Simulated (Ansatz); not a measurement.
Runs of Ansatz 0.2.0 on WAu. Symmetry: F-43m, No. 216, cubic system. The conventional cell has a = 5.818 Å, b = 5.818 Å, c = 5.818 Å, α = 90.00°, β = 90.00°, γ = 90.00°. W (site symmetry -43m) has 4 Au at 2.52 Å as nearest neighbours. Around Au (site symmetry -43m) lie 4 W at 2.52 Å. The cell was built by a generator and needn't be a form met in nature.

```tsv
task	level	spin	U	cell	k mesh	hubbard projectors	double counting	points for each segment of the path	gap on the mesh (eV)	pressure (GPa)
relaxation of cell and atoms	PBE	off	-	relaxed	8 × 8 × 8	-	-	-	none	0.0
single point	LDA+U	off	Au d U = 2 eV, W d U = 2 eV	as given	8 × 8 × 8	ortho-atomic (the default)	fll (the default)	-	none	(a)
single point	LDA	off	-	as given	8 × 8 × 8	-	-	-	none	(b)
single point	LDA+U	off	Au d U = 4 eV, W d U = 4 eV	as given	8 × 8 × 8	ortho-atomic (the default)	fll (the default)	-	none	-1.4
single point	LDA+U	off	Au d U = 3 eV, W d U = 3 eV	as given	8 × 8 × 8	ortho-atomic (the default)	fll (the default)	-	none	-5.1
band structure	PBE	off	-	as given	8 × 8 × 8	-	-	14	none	0.0
single point	LDA+U	off	Au d U = 8 eV, W d U = 8 eV	as given	8 × 8 × 8	ortho-atomic (the default)	fll (the default)	-	none	22.2
band structure	PBE	SOC, no magnetisation	-	as given	6 × 6 × 6	-	-	14	none	-0.4
```

Alike in all rows: potentials or basis Ansatz PAW; cutoff (eV) 420; smearing fermi-dirac 0.05 eV.

Problem. Estimate the missing entries.

Solution. (a) -6.2; (b) -7.6.

Caveats: the PAW data sets come from PBE, with cores solved anew for the run's functional, which leaves a small shift of forces and pressure (some runs); U without spin polarisation on a metal has little footing (some runs); the U is typed as a test and isn't derived for this compound (some runs); the plane-wave basis is chosen anew once the cell has moved, so the energies of steps on either side of that aren't comparable (some runs); spin-orbit coupling is left out, which moves the levels of the heavy elements (some runs).

A k mesh can miss the band edges, and rows without SOC leave out spin-orbit coupling on Au, W.

A gap of «none» marks a metal or a gap under the smearing width.
